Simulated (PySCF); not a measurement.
# CH3NSeSi: core binding energies at several levels of theory, part 2 of 2

PySCF 2.14.0. Atoms count from 0.

## (7) Core-electron binding energies: HF, X2C

Job settings and geometry (Å):

```
{"job": {"kind": "xps", "xc": "HF"}, "charge": 0, "multiplicity": 1}
N      2.216525    -1.437410     0.144524
C      1.390721    -0.625493     0.079082
Si     0.027850     0.634341    -0.020478
Se    -1.845181    -0.284295    -0.906482
H      0.462698     1.697980    -0.961709
H     -0.170778     1.150765     1.359454
H     -2.047945    -1.164939     0.255658
```

Level: delta-SCF UKS HF, pcX-2 on the ionised atom, pcseg-1 elsewhere, spin-free X2C.

The log of the run:

```text
ground state, core basis on atom 0 (N), 119 functions
  cycle   1  E = -2805.08947661  |g| = 5.09e-01
  cycle   2  E = -2805.13951680  |g| = 4.40e-01
  cycle   3  E = -2805.18231056  |g| = 6.63e-02
  cycle   4  E = -2805.18420868  |g| = 2.23e-02
  cycle   5  E = -2805.18442826  |g| = 4.53e-03
  cycle   6  E = -2805.18443957  |g| = 1.66e-03
  cycle   7  E = -2805.18444065  |g| = 3.83e-04
  E(ground) = -2805.18444065 Eh
hole in N 1s of atom 0
  cycle   1  E = -2789.58238012  |g| = 1.82e+00
  cycle   2  E = -2789.83524143  |g| = 1.24e+00
  cycle   3  E = -2790.26483104  |g| = 2.22e-01
  cycle   4  E = -2790.28389387  |g| = 5.79e-02
  cycle   5  E = -2790.28624597  |g| = 2.78e-02
  cycle   6  E = -2790.28838334  |g| = 2.26e-02
  cycle   7  E = -2790.29077453  |g| = 1.78e-02
  cycle   8  E = -2790.29320223  |g| = 1.01e-02
  cycle   9  E = -2790.29330599  |g| = 2.16e-03
  cycle  10  E = -2790.29331625  |g| = 6.61e-04
  cycle  11  E = -2790.29331671  |g| = 2.16e-04
  E(ion) = -2790.29331671 Eh   <S^2> = 1.0145   hole on atom = 1.000   binding energy = 405.208 eV
ground state, core basis on atom 1 (C), 119 functions
  cycle   1  E = -2805.17730611  |g| = 3.36e-02
  cycle   2  E = -2805.17739594  |g| = 1.99e-02
  cycle   3  E = -2805.17747261  |g| = 6.47e-03
  cycle   4  E = -2805.17748170  |g| = 2.87e-04
  E(ground) = -2805.17748170 Eh
hole in C 1s of atom 1
  cycle   1  E = -2793.90695130  |g| = 1.48e+00
  cycle   2  E = -2794.10531366  |g| = 9.82e-01
  cycle   3  E = -2794.40423656  |g| = 3.09e-01
  cycle   4  E = -2794.44114879  |g| = 5.67e-02
  cycle   5  E = -2794.44372351  |g| = 2.87e-02
  cycle   6  E = -2794.44607405  |g| = 2.78e-02
  cycle   7  E = -2794.44828798  |g| = 2.76e-02
  cycle   8  E = -2794.45463937  |g| = 2.50e-02
  cycle   9  E = -2794.43969071  |g| = 9.30e-02
  cycle  10  E = -2794.45902663  |g| = 1.86e-02
  cycle  11  E = -2794.46162940  |g| = 5.05e-03
  cycle  12  E = -2794.46167069  |g| = 1.97e-03
  cycle  13  E = -2794.46167587  |g| = 1.18e-03
  cycle  14  E = -2794.46168246  |g| = 1.52e-04
  E(ion) = -2794.46168246 Eh   <S^2> = 1.3398   hole on atom = 1.000   binding energy = 291.592 eV
ground state, core basis on atom 2 (Si), 130 functions
  cycle   1  E = -2805.23958612  |g| = 7.33e-02
  cycle   2  E = -2805.23980122  |g| = 8.02e-03
  cycle   3  E = -2805.23981418  |g| = 2.97e-03
  cycle   4  E = -2805.23981633  |g| = 1.35e-03
  cycle   5  E = -2805.23981684  |g| = 4.52e-04
  E(ground) = -2805.23981684 Eh
hole in Si 1s of atom 2
  cycle   1  E = -2736.22045872  |g| = 4.32e+00
  cycle   2  E = -2737.11906931  |g| = 1.06e+00
  cycle   3  E = -2737.25480033  |g| = 2.14e-01
  cycle   4  E = -2737.27059542  |g| = 1.14e-01
  cycle   5  E = -2737.27642377  |g| = 1.52e-02
  cycle   6  E = -2737.27659478  |g| = 4.88e-03
  cycle   7  E = -2737.27664948  |g| = 2.26e-03
  cycle   8  E = -2737.27666666  |g| = 1.22e-03
  cycle   9  E = -2737.27667287  |g| = 8.89e-04
  cycle  10  E = -2737.27667737  |g| = 7.61e-04
  cycle  11  E = -2737.27667984  |g| = 7.41e-04
  cycle  12  E = -2737.27668407  |g| = 7.20e-04
  cycle  13  E = -2737.27669537  |g| = 6.71e-04
  cycle  14  E = -2737.27671674  |g| = 5.65e-04
  cycle  15  E = -2737.27674107  |g| = 3.56e-04
  cycle  16  E = -2737.27674707  |g| = 1.96e-04
  E(ion) = -2737.27674707 Eh   <S^2> = 0.7736   hole on atom = 1.000   binding energy = 1849.369 eV
hole in Si 2p of atom 2
  cycle   1  E = -2800.93595846  |g| = 1.21e+00
  cycle   2  E = -2801.19133733  |g| = 4.76e-01
  cycle   3  E = -2801.25327317  |g| = 1.29e-01
  cycle   4  E = -2801.26024520  |g| = 4.30e-02
  cycle   5  E = -2801.26124050  |g| = 1.05e-02
  cycle   6  E = -2801.26137651  |g| = 5.07e-03
  cycle   7  E = -2801.26144614  |g| = 2.14e-03
  cycle   8  E = -2801.26146051  |g| = 9.98e-04
  cycle   9  E = -2801.26146412  |g| = 6.67e-04
  cycle  10  E = -2801.26146605  |g| = 5.84e-04
  cycle  11  E = -2801.26146746  |g| = 5.68e-04
  cycle  12  E = -2801.26146992  |g| = 5.51e-04
  cycle  13  E = -2801.26147458  |g| = 5.29e-04
  cycle  14  E = -2801.26148327  |g| = 4.85e-04
  E(ion) = -2801.26148327 Eh   <S^2> = 0.7627   hole on atom = 1.002   binding energy = 108.256 eV
  2p3/2 = 108.072 eV   2p1/2 = 108.667 eV
```

Wall time 27 s (1 thread of Arm Neoverse N1, shared host); peak memory 0.5 GiB.

The holes in one table. −ε is the ground-state orbital energy:

```tsv
hole	stands for	environment	ΔSCF (eV; 2p as the shell's mean)	−ε (eV)	⟨S²⟩
N1s on N0	N0	nitrile nitrogen	405.21 (doubtful)	424.5	1.015
C1s on C1	C1	nitrile carbon	291.59 (doubtful)	306.7	1.340
Si1s on Si2	Si2	silicon bonded to C, Se, 2 H	1849.37	1878.1	0.774
Si2p on Si2	Si2	silicon bonded to C, Se, 2 H	108.27	117.1	0.763
```

Doubtful: the ion did not converge, its hole moved, or its ⟨S²⟩ is well above 0.75.

With the spin-orbit splitting: Si2 2p3/2 108.07, 2p1/2 108.67 eV. The table gives each 2p level as the mean over the whole 2p shell (two parts 2p3/2, one part 2p1/2), which differs a little from the single hole in the log.

## (8) X-ray photoelectron lines: SCAN, X2C

Same as in step 7 but for these lines:

```diff
@@ -1,2 +1,2 @@
-{"job": {"kind": "xps", "xc": "HF"}, "charge": 0, "multiplicity": 1}
+{"job": {"kind": "xps", "basis": "pcX-1"}, "charge": 0, "multiplicity": 1}
 N      2.216525    -1.437410     0.144524
```

With the program's defaults for keys left out, this is: delta-SCF UKS SCAN, pcX-1 on the ionised atom, pcseg-1 elsewhere, spin-free X2C.

The log of the run:

```text
ground state, core basis on atom 0 (N), 98 functions
  cycle   1  E = -2808.08162606  |g| = 3.71e-01
  cycle   2  E = -2807.91986060  |g| = 8.85e-01
  cycle   3  E = -2808.11155845  |g| = 2.11e-01
  cycle   4  E = -2808.12219998  |g| = 3.16e-02
  cycle   5  E = -2808.12247881  |g| = 1.29e-02
  cycle   6  E = -2808.12253788  |g| = 2.36e-03
  cycle   7  E = -2808.12254359  |g| = 8.18e-04
  cycle   8  E = -2808.12254148  |g| = 1.16e-04
  E(ground) = -2808.16346526 Eh
hole in N 1s of atom 0
  cycle   1  E = -2792.52296894  |g| = 1.84e+00
  cycle   2  E = -2788.32124796  |g| = 2.74e+00
  cycle   3  E = -2792.45871365  |g| = 1.01e+00
  cycle   4  E = -2793.01566508  |g| = 7.06e-01
  cycle   5  E = -2793.15392184  |g| = 4.07e-01
  cycle   6  E = -2793.22059066  |g| = 6.35e-02
  cycle   7  E = -2793.22363525  |g| = 1.98e-02
  cycle   8  E = -2793.22399958  |g| = 1.29e-02
  cycle   9  E = -2793.22417284  |g| = 6.45e-03
  cycle  10  E = -2793.22425286  |g| = 3.78e-03
  cycle  11  E = -2793.22427493  |g| = 1.27e-03
  cycle  12  E = -2793.22427717  |g| = 5.60e-04
  cycle  13  E = -2793.22427981  |g| = 1.58e-04
  E(ion) = -2793.26529331 Eh   <S^2> = 0.8219   hole on atom = 1.000   binding energy = 405.400 eV
ground state, core basis on atom 1 (C), 98 functions
  cycle   1  E = -2808.11761002  |g| = 7.59e-02
  cycle   2  E = -2808.10653220  |g| = 2.31e-01
  cycle   3  E = -2808.11878996  |g| = 1.25e-02
  cycle   4  E = -2808.11882449  |g| = 3.75e-03
  cycle   5  E = -2808.11883172  |g| = 6.81e-04
  cycle   6  E = -2808.11883108  |g| = 1.97e-04
  E(ground) = -2808.16312946 Eh
hole in C 1s of atom 1
  cycle   1  E = -2796.84310638  |g| = 1.50e+00
  cycle   2  E = -2791.90055130  |g| = 2.66e+00
  cycle   3  E = -2792.79410109  |g| = 1.84e+00
  cycle   4  E = -2797.09164360  |g| = 8.39e-01
  cycle   5  E = -2795.76148647  |g| = 1.21e+00
  cycle   6  E = -2797.36228560  |g| = 2.68e-01
  cycle   7  E = -2797.38960245  |g| = 5.78e-02
  cycle   8  E = -2797.39162750  |g| = 1.96e-02
  cycle   9  E = -2797.39198937  |g| = 8.76e-03
  cycle  10  E = -2797.39211836  |g| = 4.44e-03
  cycle  11  E = -2797.39218310  |g| = 2.71e-03
  cycle  12  E = -2797.39220984  |g| = 1.43e-03
  cycle  13  E = -2797.39221037  |g| = 6.02e-04
  cycle  14  E = -2797.39221170  |g| = 1.79e-04
  E(ion) = -2797.43443238 Eh   <S^2> = 0.8214   hole on atom = 1.000   binding energy = 291.943 eV
ground state, core basis on atom 2 (Si), 110 functions
  cycle   1  E = -2808.21659834  |g| = 1.87e-01
  cycle   2  E = -2808.21229050  |g| = 1.49e-01
  cycle   3  E = -2808.20630855  |g| = 2.17e-01
  cycle   4  E = -2808.21726954  |g| = 1.48e-02
  cycle   5  E = -2808.21732910  |g| = 3.61e-03
  cycle   6  E = -2808.21733125  |g| = 4.13e-04
  E(ground) = -2808.21770049 Eh
hole in Si 1s of atom 2
  cycle   1  E = -2739.22443510  |g| = 4.35e+00
  cycle   2  E = -2738.61813086  |g| = 2.40e+00
  cycle   3  E = -2738.53776797  |g| = 1.68e+00
  cycle   4  E = -2739.97845192  |g| = 7.89e-01
  cycle   5  E = -2740.17985119  |g| = 4.14e-01
  cycle   6  E = -2740.27899350  |g| = 8.60e-02
  cycle   7  E = -2740.28395471  |g| = 3.06e-02
  cycle   8  E = -2740.28458392  |g| = 7.03e-03
  cycle   9  E = -2740.28461524  |g| = 1.99e-03
  cycle  10  E = -2740.28461403  |g| = 6.56e-04
  cycle  11  E = -2740.28461626  |g| = 2.67e-04
  E(ion) = -2740.29386765 Eh   <S^2> = 0.7526   hole on atom = 1.000   binding energy = 1848.302 eV
hole in Si 2p of atom 2
  cycle   1  E = -2803.88415100  |g| = 1.23e+00
  cycle   2  E = -2803.22846439  |g| = 1.45e+00
  cycle   3  E = -2803.77217461  |g| = 9.07e-01
  cycle   4  E = -2804.16825211  |g| = 2.90e-01
  cycle   5  E = -2804.19623157  |g| = 1.44e-01
  cycle   6  E = -2804.20991959  |g| = 2.83e-02
  cycle   7  E = -2804.21040378  |g| = 8.24e-03
  cycle   8  E = -2804.21044510  |g| = 1.78e-03
  cycle   9  E = -2804.21044782  |g| = 3.75e-04
  E(ion) = -2804.22200999 Eh   <S^2> = 0.7521   hole on atom = 1.003   binding energy = 108.728 eV
  2p3/2 = 108.555 eV   2p1/2 = 109.178 eV
```

It took 19 s on 1 thread of Arm Neoverse N1, shared host; peak memory 0.5 GiB.

The holes in one table. −ε is the ground-state orbital energy:

```tsv
hole	stands for	environment	ΔSCF (eV; 2p as the shell's mean)	−ε (eV)	⟨S²⟩
N1s on N0	N0	nitrile nitrogen	405.40	386.3	0.822
C1s on C1	C1	nitrile carbon	291.94	274.4	0.821
Si1s on Si2	Si2	silicon bonded to C, Se, 2 H	1848.30	1795.2	0.753
Si2p on Si2	Si2	silicon bonded to C, Se, 2 H	108.76	98.0	0.752
```

With the spin-orbit splitting: Si2 2p3/2 108.55, 2p1/2 109.18 eV. The table gives each 2p level as the mean over the whole 2p shell (two parts 2p3/2, one part 2p1/2), which differs a little from the single hole in the log.

## (9) X-ray photoelectron lines: SCAN, X2C

Same as in step 8 but for these lines:

```diff
@@ -1,2 +1,2 @@
-{"job": {"kind": "xps", "basis": "pcX-1"}, "charge": 0, "multiplicity": 1}
+{"job": {"kind": "xps", "basis": "def2-TZVP"}, "charge": 0, "multiplicity": 1}
 N      2.216525    -1.437410     0.144524
```

Level: delta-SCF UKS SCAN, def2-TZVP on the ionised atom, pcseg-1 elsewhere, spin-free X2C.

The log of the run:

```text
ground state, core basis on atom 0 (N), 105 functions
  cycle   1  E = -2808.10818190  |g| = 3.89e-01
  cycle   2  E = -2807.92658496  |g| = 9.33e-01
  cycle   3  E = -2808.13983654  |g| = 2.24e-01
  cycle   4  E = -2808.15192214  |g| = 2.98e-02
  cycle   5  E = -2808.15217030  |g| = 1.29e-02
  cycle   6  E = -2808.15223664  |g| = 2.16e-03
  cycle   7  E = -2808.15223966  |g| = 7.26e-04
  cycle   8  E = -2808.15224075  |g| = 1.37e-04
  E(ground) = -2808.19375158 Eh
hole in N 1s of atom 0
  cycle   1  E = -2792.54816345  |g| = 1.78e+00
  cycle   2  E = -2788.32846350  |g| = 2.57e+00
  cycle   3  E = -2791.39847795  |g| = 1.41e+00
  cycle   4  E = -2793.22063096  |g| = 1.54e-01
  cycle   5  E = -2793.22829526  |g| = 1.05e-01
  cycle   6  E = -2793.23326073  |g| = 5.70e-02
  cycle   7  E = -2793.23511673  |g| = 1.50e-02
  cycle   8  E = -2793.23526312  |g| = 9.34e-03
  cycle   9  E = -2793.23535545  |g| = 3.84e-03
  cycle  10  E = -2793.23538829  |g| = 2.14e-03
  cycle  11  E = -2793.23539494  |g| = 8.08e-04
  cycle  12  E = -2793.23539525  |g| = 3.03e-04
  E(ion) = -2793.27655034 Eh   <S^2> = 0.8221   hole on atom = 1.000   binding energy = 405.918 eV
ground state, core basis on atom 1 (C), 105 functions
  cycle   1  E = -2808.14246664  |g| = 2.58e-02
  cycle   2  E = -2808.14141509  |g| = 7.23e-02
  cycle   3  E = -2808.14259306  |g| = 8.30e-03
  cycle   4  E = -2808.14261445  |g| = 1.51e-03
  cycle   5  E = -2808.14261145  |g| = 5.02e-04
  cycle   6  E = -2808.14261322  |g| = 1.38e-04
  E(ground) = -2808.18752340 Eh
hole in C 1s of atom 1
  cycle   1  E = -2796.86553863  |g| = 1.46e+00
  cycle   2  E = -2791.99054846  |g| = 2.50e+00
  cycle   3  E = -2792.67760233  |g| = 1.87e+00
  cycle   4  E = -2797.12397450  |g| = 7.85e-01
  cycle   5  E = -2796.87842690  |g| = 7.66e-01
  cycle   6  E = -2797.38405964  |g| = 1.60e-01
  cycle   7  E = -2797.39737782  |g| = 6.96e-02
  cycle   8  E = -2797.40032380  |g| = 2.41e-02
  cycle   9  E = -2797.40082557  |g| = 8.02e-03
  cycle  10  E = -2797.40092155  |g| = 4.49e-03
  cycle  11  E = -2797.40097541  |g| = 2.83e-03
  cycle  12  E = -2797.40100190  |g| = 1.34e-03
  cycle  13  E = -2797.40100749  |g| = 3.62e-04
  E(ion) = -2797.44343922 Eh   <S^2> = 0.8144   hole on atom = 1.000   binding energy = 292.361 eV
ground state, core basis on atom 2 (Si), 107 functions
  cycle   1  E = -2808.16644256  |g| = 5.73e-02
  cycle   2  E = -2808.16292980  |g| = 1.31e-01
  cycle   3  E = -2808.16673258  |g| = 3.39e-02
  cycle   4  E = -2808.16697107  |g| = 4.56e-03
  cycle   5  E = -2808.16697675  |g| = 9.04e-04
  cycle   6  E = -2808.16697688  |g| = 2.94e-04
  E(ground) = -2808.16830863 Eh
hole in Si 1s of atom 2
  cycle   1  E = -2739.15621782  |g| = 2.95e+00
  cycle   2  E = -2738.32488544  |g| = 2.14e+00
  cycle   3  E = -2738.57688112  |g| = 1.56e+00
  cycle   4  E = -2739.91019108  |g| = 6.15e-01
  cycle   5  E = -2740.01111634  |g| = 3.69e-01
  cycle   6  E = -2740.09287411  |g| = 6.61e-02
  cycle   7  E = -2740.09573946  |g| = 2.17e-02
  cycle   8  E = -2740.09605618  |g| = 5.42e-03
  cycle   9  E = -2740.09607655  |g| = 1.24e-03
  cycle  10  E = -2740.09607965  |g| = 6.21e-04
  cycle  11  E = -2740.09607688  |g| = 2.88e-04
  E(ion) = -2740.10583224 Eh   <S^2> = 0.7525   hole on atom = 1.000   binding energy = 1852.074 eV
hole in Si 2p of atom 2
  cycle   1  E = -2803.83434365  |g| = 1.19e+00
  cycle   2  E = -2803.03698935  |g| = 1.49e+00
  cycle   3  E = -2803.68894022  |g| = 9.32e-01
  cycle   4  E = -2804.10482591  |g| = 3.21e-01
  cycle   5  E = -2804.14128552  |g| = 1.49e-01
  cycle   6  E = -2804.15565662  |g| = 3.31e-02
  cycle   7  E = -2804.15633194  |g| = 8.97e-03
  cycle   8  E = -2804.15638435  |g| = 1.96e-03
  cycle   9  E = -2804.15638640  |g| = 4.81e-04
  E(ion) = -2804.16988076 Eh   <S^2> = 0.7520   hole on atom = 1.003   binding energy = 108.803 eV
  2p3/2 = 108.629 eV   2p1/2 = 109.241 eV
```

Wall time 21 s (1 thread of Arm Neoverse N1, shared host); peak memory 0.5 GiB.

Binding energies by hole, beside the orbital energy of the ground state; the difference holds orbital relaxation and, for a density functional, its self-interaction error:

```tsv
hole	stands for	environment	ΔSCF (eV; 2p as the shell's mean)	−ε (eV)	⟨S²⟩
N1s on N0	N0	nitrile nitrogen	405.92	386.4	0.822
C1s on C1	C1	nitrile carbon	292.36	274.5	0.814
Si1s on Si2	Si2	silicon bonded to C, Se, 2 H	1852.07	1796.1	0.752
Si2p on Si2	Si2	silicon bonded to C, Se, 2 H	108.83	98.0	0.752
```

With the spin-orbit splitting: Si2 2p3/2 108.63, 2p1/2 109.24 eV. The table gives each 2p level as the mean over the whole 2p shell (two parts 2p3/2, one part 2p1/2), which differs a little from the single hole in the log.

## (10) Core-electron binding energies: SCAN, non-relativistic

Same as in step 9 but for these lines:

```diff
@@ -1,2 +1,2 @@
-{"job": {"kind": "xps", "basis": "def2-TZVP"}, "charge": 0, "multiplicity": 1}
+{"job": {"kind": "xps", "x2c": false}, "charge": 0, "multiplicity": 1}
 N      2.216525    -1.437410     0.144524
```

Method: delta-SCF UKS SCAN, pcX-2 on the ionised atom, pcseg-1 elsewhere, non-relativistic.

The log of the run:

```text
ground state, core basis on atom 0 (N), 119 functions
  cycle   1  E = -2785.47846101  |g| = 3.66e-01
  cycle   2  E = -2785.30672480  |g| = 9.09e-01
  cycle   3  E = -2785.50706079  |g| = 1.90e-01
  cycle   4  E = -2785.51551445  |g| = 3.36e-02
  cycle   5  E = -2785.51582521  |g| = 1.07e-02
  cycle   6  E = -2785.51585965  |g| = 3.31e-03
  cycle   7  E = -2785.51586591  |g| = 8.47e-04
  cycle   8  E = -2785.51586553  |g| = 1.59e-04
  E(ground) = -2785.55444239 Eh
hole in N 1s of atom 0
  cycle   1  E = -2769.91776392  |g| = 1.84e+00
  cycle   2  E = -2765.63470115  |g| = 2.77e+00
  cycle   3  E = -2769.87010145  |g| = 1.01e+00
  cycle   4  E = -2770.41204564  |g| = 7.19e-01
  cycle   5  E = -2770.55853350  |g| = 4.04e-01
  cycle   6  E = -2770.62353709  |g| = 6.38e-02
  cycle   7  E = -2770.62653933  |g| = 2.09e-02
  cycle   8  E = -2770.62693714  |g| = 1.34e-02
  cycle   9  E = -2770.62712323  |g| = 6.86e-03
  cycle  10  E = -2770.62721007  |g| = 4.02e-03
  cycle  11  E = -2770.62723347  |g| = 1.45e-03
  cycle  12  E = -2770.62723812  |g| = 5.92e-04
  cycle  13  E = -2770.62723816  |g| = 1.60e-04
  E(ion) = -2770.66549034 Eh   <S^2> = 0.8258   hole on atom = 1.000   binding energy = 405.149 eV
ground state, core basis on atom 1 (C), 119 functions
  cycle   1  E = -2785.50627439  |g| = 4.17e-02
  cycle   2  E = -2785.50578543  |g| = 5.04e-02
  cycle   3  E = -2785.50594706  |g| = 4.19e-02
  cycle   4  E = -2785.50634934  |g| = 4.93e-03
  cycle   5  E = -2785.50635917  |g| = 5.86e-04
  cycle   6  E = -2785.50636013  |g| = 1.66e-04
  E(ground) = -2785.54839293 Eh
hole in C 1s of atom 1
  cycle   1  E = -2774.23147772  |g| = 1.50e+00
  cycle   2  E = -2769.22360176  |g| = 2.68e+00
  cycle   3  E = -2770.21389906  |g| = 1.84e+00
  cycle   4  E = -2774.47479580  |g| = 8.51e-01
  cycle   5  E = -2773.18688417  |g| = 1.19e+00
  cycle   6  E = -2774.75496644  |g| = 2.60e-01
  cycle   7  E = -2774.78151220  |g| = 6.07e-02
  cycle   8  E = -2774.78359589  |g| = 2.08e-02
  cycle   9  E = -2774.78396996  |g| = 8.12e-03
  cycle  10  E = -2774.78408955  |g| = 4.65e-03
  cycle  11  E = -2774.78416189  |g| = 2.61e-03
  cycle  12  E = -2774.78418578  |g| = 1.10e-03
  cycle  13  E = -2774.78419201  |g| = 3.62e-04
  E(ion) = -2774.82405627 Eh   <S^2> = 0.8250   hole on atom = 1.000   binding energy = 291.824 eV
ground state, core basis on atom 2 (Si), 130 functions
  cycle   1  E = -2785.53973885  |g| = 3.75e-02
  cycle   2  E = -2785.53788089  |g| = 9.37e-02
  cycle   3  E = -2785.53992961  |g| = 1.47e-02
  cycle   4  E = -2785.53997263  |g| = 5.45e-03
  cycle   5  E = -2785.53998060  |g| = 8.04e-04
  cycle   6  E = -2785.53998112  |g| = 1.37e-04
  E(ground) = -2785.53927053 Eh
hole in Si 1s of atom 2
  cycle   1  E = -2716.71577373  |g| = 4.32e+00
  cycle   2  E = -2715.90984097  |g| = 2.50e+00
  cycle   3  E = -2715.88469301  |g| = 1.73e+00
  cycle   4  E = -2717.42892229  |g| = 8.32e-01
  cycle   5  E = -2717.64710317  |g| = 4.57e-01
  cycle   6  E = -2717.76452673  |g| = 9.38e-02
  cycle   7  E = -2717.77021642  |g| = 3.49e-02
  cycle   8  E = -2717.77101913  |g| = 8.55e-03
  cycle   9  E = -2717.77106294  |g| = 2.35e-03
  cycle  10  E = -2717.77106192  |g| = 7.84e-04
  cycle  11  E = -2717.77106407  |g| = 3.21e-04
  E(ion) = -2717.77755290 Eh   <S^2> = 0.7527   hole on atom = 1.000   binding energy = 1843.890 eV
hole in Si 2p of atom 2
  cycle   1  E = -2781.20984411  |g| = 1.23e+00
  cycle   2  E = -2780.42922630  |g| = 1.54e+00
  cycle   3  E = -2781.08727090  |g| = 9.19e-01
  cycle   4  E = -2781.48608911  |g| = 3.25e-01
  cycle   5  E = -2781.52125152  |g| = 1.56e-01
  cycle   6  E = -2781.53683940  |g| = 3.15e-02
  cycle   7  E = -2781.53742816  |g| = 9.88e-03
  cycle   8  E = -2781.53748888  |g| = 2.18e-03
  cycle   9  E = -2781.53749154  |g| = 4.83e-04
  E(ion) = -2781.54783930 Eh   <S^2> = 0.7523   hole on atom = 1.003   binding energy = 108.612 eV
  2p3/2 = 108.436 eV   2p1/2 = 109.055 eV
```

Run time: 23 s. Hardware: 1 thread of Arm Neoverse N1, shared host; peak memory 0.5 GiB.

The holes in one table. −ε is the ground-state orbital energy:

```tsv
hole	stands for	environment	ΔSCF (eV; 2p as the shell's mean)	−ε (eV)	⟨S²⟩
N1s on N0	N0	nitrile nitrogen	405.15	386.3	0.826
C1s on C1	C1	nitrile carbon	291.82	274.5	0.825
Si1s on Si2	Si2	silicon bonded to C, Se, 2 H	1843.89	1791.0	0.753
Si2p on Si2	Si2	silicon bonded to C, Se, 2 H	108.64	98.0	0.752
```

With the spin-orbit splitting: Si2 2p3/2 108.44, 2p1/2 109.05 eV. The table gives each 2p level as the mean over the whole 2p shell (two parts 2p3/2, one part 2p1/2), which differs a little from the single hole in the log.

## (11) Summary of results

The summary covers parts 1 to 2.

| quantity | value |
| --- | --- |
| point group | C1 |
| rotational constants (main isotopes) | 9.40, 1.53, 1.35 GHz |
| N1s binding energies, SCAN/pcX-2 | N0 405.35 eV |
| C1s binding energies, SCAN/pcX-2 | C1 291.92 eV |
| Si1s binding energies, SCAN/pcX-2 | Si2 1848.23 eV |
| Si2p binding energies, SCAN/pcX-2 | Si2 108.59 eV |
| N1s binding energies, B3LYP/pcX-2 | N0 405.42 eV |
| C1s binding energies, B3LYP/pcX-2 | C1 292.05 eV |
| Si1s binding energies, B3LYP/pcX-2 | Si2 1846.86 eV |
| Si2p binding energies, B3LYP/pcX-2 | Si2 108.54 eV |
| N1s binding energies, PBE0/pcX-2 | N0 404.93 eV |
| C1s binding energies, PBE0/pcX-2 | C1 291.52 eV |
| Si1s binding energies, PBE0/pcX-2 | Si2 1846.06 eV |
| Si2p binding energies, PBE0/pcX-2 | Si2 108.25 eV |
| N1s binding energies, PBE/pcX-2 | N0 404.42 eV |
| C1s binding energies, PBE/pcX-2 | C1 290.97 eV |
| Si1s binding energies, PBE/pcX-2 | Si2 1844.79 eV |
| Si2p binding energies, PBE/pcX-2 | Si2 107.80 eV |
| Si1s binding energies, HF/pcX-2 | Si2 1849.37 eV |
| Si2p binding energies, HF/pcX-2 | Si2 108.27 eV |
| N1s binding energies, SCAN/pcX-1 | N0 405.40 eV |
| C1s binding energies, SCAN/pcX-1 | C1 291.94 eV |
| Si1s binding energies, SCAN/pcX-1 | Si2 1848.30 eV |
| Si2p binding energies, SCAN/pcX-1 | Si2 108.76 eV |
| N1s binding energies, SCAN/def2-TZVP | N0 405.92 eV |
| C1s binding energies, SCAN/def2-TZVP | C1 292.36 eV |
| Si1s binding energies, SCAN/def2-TZVP | Si2 1852.07 eV |
| Si2p binding energies, SCAN/def2-TZVP | Si2 108.83 eV |
| N1s binding energies, SCAN/pcX-2, non-relativistic | N0 405.15 eV |
| C1s binding energies, SCAN/pcX-2, non-relativistic | C1 291.82 eV |
| Si1s binding energies, SCAN/pcX-2, non-relativistic | Si2 1843.89 eV |
| Si2p binding energies, SCAN/pcX-2, non-relativistic | Si2 108.64 eV |

Single values in the summary come from the first run of each kind that ended normally (SCAN/pcX-2), which need not be the best level. The optimisation took 8 steps and gained 0.096 eV; among the close pairs (by a distance rule), Si2–Se3 changed most, from 2.234 to 2.267 Å.
